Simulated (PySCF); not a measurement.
# C₄H₉O₂PSi₂− (doublet): open-shell or spin-flip excitations

Aim: compute the open-shell or spin-flip excitations of C₄H₉O₂PSi₂− (doublet) (`P[SiH2]O[SiH2]c1ccco1`).

Computed with PySCF 2.14.0 and routines of our own; the level stands in each step. Atoms count from 0.

### Step 1. The starting structure

18 atoms, charge -1, multiplicity 2; geometry from: GFN2-xTB.

### Step 2. Open-shell or spin-flip excitations: unrestricted TDDFT M06-2X/def2-SVP in toluene

Job settings and geometry (Å):

```
{"job": {"kind": "uabs", "xc": "M06-2X", "basis": "def2-SVP", "nstates": 10, "tda": false, "solvent": "toluene", "pol": false}, "charge": -1, "multiplicity": 2}
P      4.667531     0.033551     0.060231
Si     2.591533    -0.660564     0.445812
O      1.384949     0.161494    -0.250831
Si     0.138827     0.966853    -0.978495
C     -1.569410     0.451827    -0.538327
C     -2.497117    -0.380876    -1.159596
C     -3.643156    -0.413021    -0.355565
C     -3.385275     0.383003     0.725580
O     -2.131017     0.916937     0.639855
H      4.454796     0.420473    -1.277841
H      5.237590    -1.150978    -0.424220
H      2.424586    -0.552685     1.898968
H      2.432060    -2.043654    -0.039658
H      0.359488     0.714298    -2.411140
H      0.395778     2.356633    -0.565484
H     -2.346727    -0.886813    -2.093665
H     -4.555150    -0.952437    -0.540844
H     -3.968046     0.642277     1.588803
```

Method: unrestricted TDDFT M06-2X/def2-SVP, vertical, IEF-PCM toluene (non-equilibrium linear response), core orbitals frozen in the response.

Run with:

```console
$ OMP_NUM_THREADS=1 python excited_run.py task.json out
```

This one command runs all jobs of the session in turn.

The program printed:

```text
coarse grid: 72568 points
cycle   1  E = -1227.8416315434  dE =  1.541e+00  |g| = 5.548e-01  |ddm| = 3.289e+00
cycle   2  E = -1227.7858083184  dE =  5.582e-02  |g| = 7.083e-01  |ddm| = 1.435e+00
cycle   3  E = -1227.9778758788  dE = -1.921e-01  |g| = 5.662e-02  |ddm| = 8.072e-01
cycle   4  E = -1227.9791828765  dE = -1.307e-03  |g| = 3.228e-02  |ddm| = 1.150e-01
cycle   5  E = -1227.9797838187  dE = -6.009e-04  |g| = 6.762e-03  |ddm| = 5.008e-02
cycle   6  E = -1227.9798536749  dE = -6.986e-05  |g| = 3.435e-03  |ddm| = 3.567e-02
cycle   7  E = -1227.9798845850  dE = -3.091e-05  |g| = 2.232e-03  |ddm| = 2.519e-02
cycle   8  E = -1227.9799075245  dE = -2.294e-05  |g| = 1.209e-03  |ddm| = 2.945e-02
cycle   9  E = -1227.9799177298  dE = -1.021e-05  |g| = 7.330e-04  |ddm| = 2.222e-02
cycle  10  E = -1227.9799218380  dE = -4.108e-06  |g| = 4.445e-04  |ddm| = 1.603e-02
final grid: 151376 points
cycle  11  E = -1227.9795212963  dE = -7.227e-06  |g| = 1.013e-03  |ddm| = 9.362e-03
cycle  12  E = -1227.9795216737  dE = -3.774e-07  |g| = 1.102e-03  |ddm| = 3.166e-03
cycle  13  E = -1227.9795222205  dE = -5.468e-07  |g| = 1.738e-04  |ddm| = 1.420e-03
cycle  14  E = -1227.9795223551  dE = -1.346e-07  |g| = 1.584e-04  |ddm| = 2.018e-03
cycle  15  E = -1227.9795224126  dE = -5.750e-08  |g| = 7.746e-05  |ddm| = 9.940e-04
cycle  16  E = -1227.9795224750  dE = -6.241e-08  |g| = 5.390e-05  |ddm| = 1.908e-03
cycle  17  E = -1227.9795224959  dE = -2.089e-08  |g| = 2.191e-05  |ddm| = 1.439e-03
cycle  18  E = -1227.9795224975  dE = -1.607e-09  |g| = 9.102e-06  |ddm| = 3.333e-04
cycle  19  E = -1227.9795224978  dE = -3.274e-10  |g| = 4.791e-06  |ddm| = 1.484e-04
converged SCF energy = -1227.9795224978

<S^2> of the reference = 0.7600 (exact 0.7500)

Excitations
state   eV       nm        f      <S^2>   main configurations
  1   0.9487   1306.9   0.21487   0.766   Ha->La 0.96
  2   2.0916    592.8   0.03897   0.772   Ha->L+2a 0.54, Ha->L+4a 0.17, Ha->L+1a 0.09, Ha->L+6a 0.08
  3   2.4586    504.3   0.01563   0.773   Ha->L+1a 0.59, Ha->L+4a 0.21
  4   2.6396    469.7   0.00228   0.770   Ha->L+3a 0.36, Ha->L+6a 0.30, Ha->L+5a 0.18, Ha->L+2a 0.09
  5   2.6677    464.8   0.00808   0.777   Ha->L+1a 0.29, Ha->L+4a 0.24, Ha->L+8a 0.12, Ha->L+5a 0.11
  6   2.9067    426.5   0.00270   0.769   Ha->L+3a 0.42, Ha->L+5a 0.31, Ha->L+6a 0.11
  7   3.0097    411.9   0.02425   0.775   Ha->L+5a 0.21, Ha->L+4a 0.19, Ha->L+2a 0.18, Ha->L+6a 0.12
  8   3.5244    351.8   0.05341   0.784   Ha->L+8a 0.60, Ha->L+4a 0.14, Ha->L+10a 0.10
  9   3.6209    342.4   0.00305   0.777   Ha->L+7a 0.78
 10   4.0401    306.9   0.02810   0.775   Ha->L+9a 0.28, Ha->L+10a 0.24, Ha->L+6a 0.12, Ha->L+8a 0.09
```

Wall time 4.6 min (1 thread of Intel Xeon at 2.70GHz, shared host); peak memory 1.1 GiB.

Key values:

| quantity | value |
| --- | --- |
| ⟨S²⟩ | 0.760 |

Löwdin spin populations:

P0 0.01; Si1 0.08; O2 0.02; Si3 0.27; C4 0.13; C5 0.16; C6 -0.06; C7 0.23; O8 0.13; H9 0.01; H10 0.01; H11 0.00; H12 0.00; H13 0.00; H14 0.01; H15 0.00; H16 0.00; H17 0.00

### Step 3. Open-shell or spin-flip excitations: unrestricted TDDFT M06-2X/def2-SVP

Settings changed since step 2:

```diff
@@ -1,2 +1,2 @@
-{"job": {"kind": "uabs", "xc": "M06-2X", "basis": "def2-SVP", "nstates": 10, "tda": false, "solvent": "toluene", "pol": false}, "charge": -1, "multiplicity": 2}
+{"job": {"kind": "uabs", "xc": "M06-2X", "basis": "def2-SVP", "nstates": 10, "tda": false}, "charge": -1, "multiplicity": 2}
 P      4.667531     0.033551     0.060231
```

Method: unrestricted TDDFT M06-2X/def2-SVP, vertical, gas phase, core orbitals frozen in the response.

The program printed:

```text
coarse grid: 72568 points
cycle   1  E = -1227.7921000343  dE =  1.590e+00  |g| = 5.636e-01  |ddm| = 3.289e+00
cycle   2  E = -1227.7033380073  dE =  8.876e-02  |g| = 7.590e-01  |ddm| = 1.929e+00
cycle   3  E = -1227.9359862083  dE = -2.326e-01  |g| = 6.685e-02  |ddm| = 1.248e+00
cycle   4  E = -1227.9378169537  dE = -1.831e-03  |g| = 3.989e-02  |ddm| = 1.728e-01
cycle   5  E = -1227.9387066209  dE = -8.897e-04  |g| = 1.130e-02  |ddm| = 7.947e-02
cycle   6  E = -1227.9387864341  dE = -7.981e-05  |g| = 4.479e-03  |ddm| = 2.679e-02
cycle   7  E = -1227.9388028956  dE = -1.646e-05  |g| = 1.600e-03  |ddm| = 1.341e-02
cycle   8  E = -1227.9388076914  dE = -4.796e-06  |g| = 8.408e-04  |ddm| = 1.070e-02
final grid: 151376 points
cycle   9  E = -1227.9384282421  dE = -7.622e-06  |g| = 1.254e-03  |ddm| = 9.723e-03
cycle  10  E = -1227.9384286514  dE = -4.093e-07  |g| = 1.353e-03  |ddm| = 3.650e-03
cycle  11  E = -1227.9384295500  dE = -8.986e-07  |g| = 1.919e-04  |ddm| = 2.085e-03
cycle  12  E = -1227.9384296815  dE = -1.315e-07  |g| = 1.369e-04  |ddm| = 1.958e-03
cycle  13  E = -1227.9384297175  dE = -3.603e-08  |g| = 7.080e-05  |ddm| = 7.684e-04
cycle  14  E = -1227.9384297386  dE = -2.105e-08  |g| = 3.732e-05  |ddm| = 9.579e-04
cycle  15  E = -1227.9384297436  dE = -4.961e-09  |g| = 1.535e-05  |ddm| = 4.789e-04
cycle  16  E = -1227.9384297443  dE = -7.840e-10  |g| = 1.053e-05  |ddm| = 1.609e-04
converged SCF energy = -1227.9384297443

Static polarisability (au): isotropic 340.661, principal 104.464 115.877 801.641

<S^2> of the reference = 0.7588 (exact 0.7500)

Excitations
state   eV       nm        f      <S^2>   main configurations
  1   0.8909   1391.7   0.22932   0.762   Ha->La 0.99
  2   1.9934    622.0   0.01528   0.766   Ha->L+1a 0.44, Ha->L+2a 0.44
  3   2.1379    579.9   0.01440   0.766   Ha->L+1a 0.52, Ha->L+2a 0.39
  4   2.4185    512.6   0.00152   0.765   Ha->L+3a 0.82
  5   2.6264    472.1   0.01710   0.788   Ha->L+4a 0.59, Ha->L+6a 0.13, Ha->L+8a 0.10, Ha->L+5a 0.09
  6   2.7593    449.3   0.00331   0.768   Ha->L+5a 0.41, Ha->L+6a 0.35, Ha->L+3a 0.09
  7   2.8086    441.4   0.01046   0.769   Ha->L+5a 0.31, Ha->L+4a 0.21, Ha->L+6a 0.18, Ha->L+2a 0.12
  8   3.3611    368.9   0.00175   0.773   Ha->L+7a 0.82
  9   3.4451    359.9   0.02772   0.779   Ha->L+8a 0.60, Ha->L+9a 0.16
 10   3.8305    323.7   0.03851   0.771   Ha->L+9a 0.45, Ha->L+11a 0.22, Ha->L+8a 0.11, Ha->L+6a 0.09
```

It took 5.5 min on 1 thread of Intel Xeon at 2.70GHz, shared host; peak memory 0.99 GiB.

Warnings kept with the result: the highest occupied orbital has positive energy: the anion is not bound at this level.

In short:

| quantity | value |
| --- | --- |
| ⟨S²⟩ | 0.759 |

### Step 4. What came out

| quantity | value |
| --- | --- |
| lowest and brightest state of nearly pure spin, of 10 (step 2, unrestricted TDDFT M06-2X/def2-SVP in toluene) | 0.95 eV; 0.95 eV, f = 0.215 |
| lowest and brightest state of nearly pure spin, of 10 (step 3, unrestricted TDDFT M06-2X/def2-SVP) | 0.89 eV; 0.89 eV, f = 0.229 |

In words: For an anion in the gas phase, states above the energy of detachment are held by the basis alone, so excitations and responses hang on it. The lowest state of nearly pure spin runs from 0.89 to 0.95 eV over the runs.
